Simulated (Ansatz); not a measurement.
# C₅H₆F₂: a ladder of functionals and wavefunction methods

An exercise on one series of results from a longer session: the logs are not shown, and one member is left open.

Program: Ansatz 0.2.0, Gaussian basis. Level of theory: functionals in def2-TZVPP, the program's frozen cores in correlated methods. These are calculated values, not measurements.

Levels to be run: LDA (SPW92), PBE-D4, revPBE-D4, BLYP-D4, r2SCAN-D4, B97M-V, PBE0-D4, B3LYP-D4, r2SCANh-D4, r2SCAN0-D4, HSE06-D4, BHLYP-D4, CAM-B3LYP-D4, LC-ωPBE, ωB97X-V, ωB97M-V, B2PLYP, PBE-QIDH; CCSD(T)/def2-SVP; CCSD(T)/def2-TZVPP; MP2/def2-QZVPP; extrapolation to the limit; RPA on PBE.

## The geometry

An earlier PBE0-D4 in a triple-zeta def2 set relaxation fixed the geometry.

SMILES `FC1=CC(F)CC1`, 13 atoms, charge 0, spin multiplicity 1.

Atoms are counted from 1 here; the program's logs count them from 0.

Bond lengths: F1–C2 1.327 Å, C2–C3 1.326 Å, C2–C7 1.487 Å, C3–C4 1.488 Å, C3–H8 1.081 Å, C4–F5 1.401 Å, C4–C6 1.533 Å, C4–H9 1.093 Å, C6–C7 1.533 Å, C6–H10 1.092 Å, C6–H11 1.090 Å, C7–H12 1.095 Å, C7–H13 1.093 Å. Angles: F1–C2–C3 125.5°, F1–C2–C7 119.0°, C3–C2–C7 115.5°, C2–C3–C4 109.1°, C2–C3–H8 126.2°, C4–C3–H8 124.6°, C3–C4–F5 109.8°, C3–C4–C6 104.7°, C3–C4–H9 114.2°, F5–C4–C6 110.2°, F5–C4–H9 105.2°, C6–C4–H9 112.8°, C4–C6–C7 106.3°, C4–C6–H10 109.2°, C4–C6–H11 110.0°, C7–C6–H10 110.0°, C7–C6–H11 113.5°, H10–C6–H11 107.7° and more.

Set-up of the first run:

Input file in.yaml:

```yaml
crystal:
  periodic: [false, false, false]
  atoms:
    - {symbol: F, position_ang: [-1.352141, 0.591285, 2.171182]}
    - {symbol: C, position_ang: [-0.745947, 0.301585, 1.026775]}
    - {symbol: C, position_ang: [-1.316458, 0.310677, -0.170157]}
    - {symbol: C, position_ang: [-0.288720, -0.001293, -1.200661]}
    - {symbol: F, position_ang: [0.040212, 1.161106, -1.910973]}
    - {symbol: C, position_ang: [0.923966, -0.496066, -0.404354]}
    - {symbol: C, position_ang: [0.699128, -0.049366, 1.045186]}
    - {symbol: H, position_ang: [-2.342916, 0.570608, -0.385722]}
    - {symbol: H, position_ang: [-0.617825, -0.716870, -1.958598]}
    - {symbol: H, position_ang: [0.967511, -1.585438, -0.456911]}
    - {symbol: H, position_ang: [1.842421, -0.105679, -0.842437]}
    - {symbol: H, position_ang: [1.298058, 0.821750, 1.329599]}
    - {symbol: H, position_ang: [0.913213, -0.837100, 1.771771]}
basis:
  gaussian: {orbitals: def2-TZVPP}
hamiltonian: {xc: lda}
output: {orbitals: {seedname: orbitals}}
```

Run with:

```sh
ansatz run in.yaml --threads 4 --pin off --events-out ev --progress --plain --max-ram 11315MiB
```

Steps of the session up to this table: LDA; PBE-D4 (GGA); revPBE-D4 (GGA); BLYP-D4 (GGA); r2SCAN-D4 (meta-GGA); B97M-V (meta-GGA); B3LYP-D4 (hybrid); r2SCANh-D4 (hybrid); r2SCAN0-D4 (hybrid); HSE06-D4 (hybrid); BHLYP-D4 (hybrid); CAM-B3LYP-D4 (range-separated); LC-ωPBE (range-separated); ωB97X-V (range-separated); ωB97M-V (range-separated); B2PLYP (double hybrid); PBE-QIDH (double hybrid).

One table of the session follows, with a row left open; its other results are not shown here.

It belongs to the step «Frontier levels by functional». 

```
  functional  HOMO (eV)  gap (eV)
 LDA (SPW92)      -6.53      5.37
      PBE-D4      -6.34      5.43
   revPBE-D4      -6.26      5.46
     BLYP-D4      -6.21      5.41
   r2SCAN-D4      -6.55      5.89
      B97M-V      -6.61      6.00
     PBE0-D4          ?         ?
    B3LYP-D4      -7.34      7.21
  r2SCANh-D4      -7.01      6.73
  r2SCAN0-D4      -7.70      7.98
    HSE06-D4      -7.15      6.90
    BHLYP-D4      -8.64      9.89
CAM-B3LYP-D4      -8.91     10.17
     LC-ωPBE     -10.25     12.72
     ωB97X-V      -9.88     12.28
     ωB97M-V      -9.79     12.05
```

**Question.** Estimate the row for PBE0-D4.

**Answer.** HOMO (eV): -7.55; gap (eV): 7.68. In the column «HOMO (eV)» it lies between r2SCAN0-D4 (-7.70) and B3LYP-D4 (-7.34).
